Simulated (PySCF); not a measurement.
# C3H8FPSi: the cost of one run

Programs: PySCF 2.14.0, with routines of our own; each step states its level. All values are computed. Atoms count from 0.

## 1. The system as given

14 atoms, charge 0, multiplicity 1; geometry from: GFN2-xTB.

## 2. Magnetic properties: GIAO B3LYP/pcSseg-1

What the job is given:

```
{"job": {"kind": "mag", "xc": "B3LYP", "basis": "pcSseg-1", "isotopologues": 2}, "charge": 0, "multiplicity": 1}
F      0.136668     2.158297     0.409834
C     -0.377973     1.152653    -0.392190
C     -1.488051     0.351695     0.298067
C     -1.005670    -1.084027     0.019643
Si     0.704850    -0.444133    -0.565860
P      2.271573    -0.540808     1.028711
H     -0.702060     1.646683    -1.310721
H     -1.475807     0.570913     1.364685
H     -2.484229     0.564740    -0.086727
H     -1.592288    -1.562476    -0.760631
H     -1.037005    -1.727953     0.894975
H      1.082141    -0.755227    -1.951915
H      2.717999     0.754049     0.821852
H      3.249174    -1.084879     0.208110
```

With the program's defaults for keys left out, this is: GIAO B3LYP/pcSseg-1 magnetisability, rotational g tensor and spin-rotation constants, non-relativistic, gas phase.

On the command line:

```
> OMP_NUM_THREADS=1 python excited_run.py task.json out
```

The driver reads the jobs from task.json and runs them one after another.

**Question.** How long does this first job take on 1 thread of Arm Neoverse V1, shared host, and how much memory does it need?

About 20 s, with a peak of 0.77 GiB.
